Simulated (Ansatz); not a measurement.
**GeH₃O (doublet): from Hartree-Fock to the top rungs at distance Ge1–O2 = 3.907 Å, cc-pVDZ**

An exercise on one series of results from a longer session: the logs are not shown, and one member is left open.

Computed with Ansatz 0.2.0, Gaussian basis. Level: cc-pVDZ, core rule «outside noble gas», up to 15 orbitals frozen.

To be run: UHF; CCSD(T) on ROHF; CCSD(T) on UHF; BCCD(T) on ROHF; CISD; CCSDT(Q) on ROHF; CCSDT(Q) on UHF; CASSCF and MRCISD+Q, 3 electrons in 3 orbitals; CASSCF and NEVPT2, 3 electrons in 3 orbitals.

25 further runs of the same task are left out: 2 for a mislabelled method, 19 that didn't finish, 4 set aside as unsound or not needed.

## What is computed

The geometry derives from a PBE0/def2-TZVP stationary point (not a proven minimum). One bond is set to the value named and the two fragments are kept rigid. No spin-orbit coupling is included. The filled d shell of Ge may be among the frozen orbitals whatever the setting's name suggests; the logs give the count.

5 atoms, charge 0, spin multiplicity 2.

Atoms are counted from 1 here; the program's logs count them from 0.

Bond lengths: Ge1–H3 1.557 Å, Ge1–H4 1.546 Å, O2–H5 0.960 Å. Angles: H3–Ge1–H4 111.8°.

The first run:

File in.yaml:

```yaml
crystal:
  periodic: [false, false, false]
  atoms:
    - {symbol: Ge, position_ang: [-0.061027, -0.041598, 0.715761]}
    - {symbol: O, position_ang: [0.192419, 0.229315, -3.173586]}
    - {symbol: H, position_ang: [0.725520, -1.299920, 1.187493]}
    - {symbol: H, position_ang: [0.593522, 1.265457, 1.217810]}
    - {symbol: H, position_ang: [0.024687, -0.607670, -3.613097]}
basis:
  gaussian: {orbitals: cc-pVDZ}
magnetization: {spin_polarized: true, initial_magnetization: 1}
hamiltonian: {xc: hf}
output: {orbitals: {seedname: orbitals}}
```

The run is started by

```sh
> ansatz run in.yaml --threads 1 --pin off --events-out ev --progress --plain --max-ram 2393MiB
```

Among the steps run: UHF; CCSD(T) on ROHF; CCSD(T) on UHF; BCCD(T) on ROHF; CISD; CCSDT(Q) on ROHF; CCSDT(Q) on UHF; CASSCF and MRCISD+Q, 3 electrons in 3 orbitals; CASSCF and NEVPT2, 3 electrons in 3 orbitals.

One table of the session follows, with a row left open; its other results are not shown here.

| method | from UCCSDT(Q) (kJ/mol) |
| --- | --- |
| ROHF | ? |
| UHF | +715.5 |
| RMP2 | +119.3 |
| UMP2 | +128.8 |
| CISD | +73.0 |
| RCCSD | +12.5 |
| UCCSD | +13.7 |
| RCCSD(T) | +2.5 |
| UCCSD(T) | +3.6 |
| BCCD(T) | +2.5 |
| RCCSDT | +0.6 |
| UCCSDT | +0.9 |
| RCCSDT(Q) | -0.3 |
| UCCSDT(Q) | 0 |

**Question.** Estimate the row for ROHF.

The run gave: from UCCSDT(Q) (kJ/mol): +739.1. In the column «from UCCSDT(Q) (kJ/mol)» it is the highest.

Left out of the table: CASSCF pair, NEVPT2 pair, MRCISD pair, MRCISD+Q pair (the active space lost an orbital or holds another state than full CI finds).

Caveats from the session: Restricted and unrestricted rows rest on different reference determinants; where their highest levels disagree by more than a few hundredths of an eV, they describe different states and don't form one ladder. Warnings in the runs' records: passed over end.
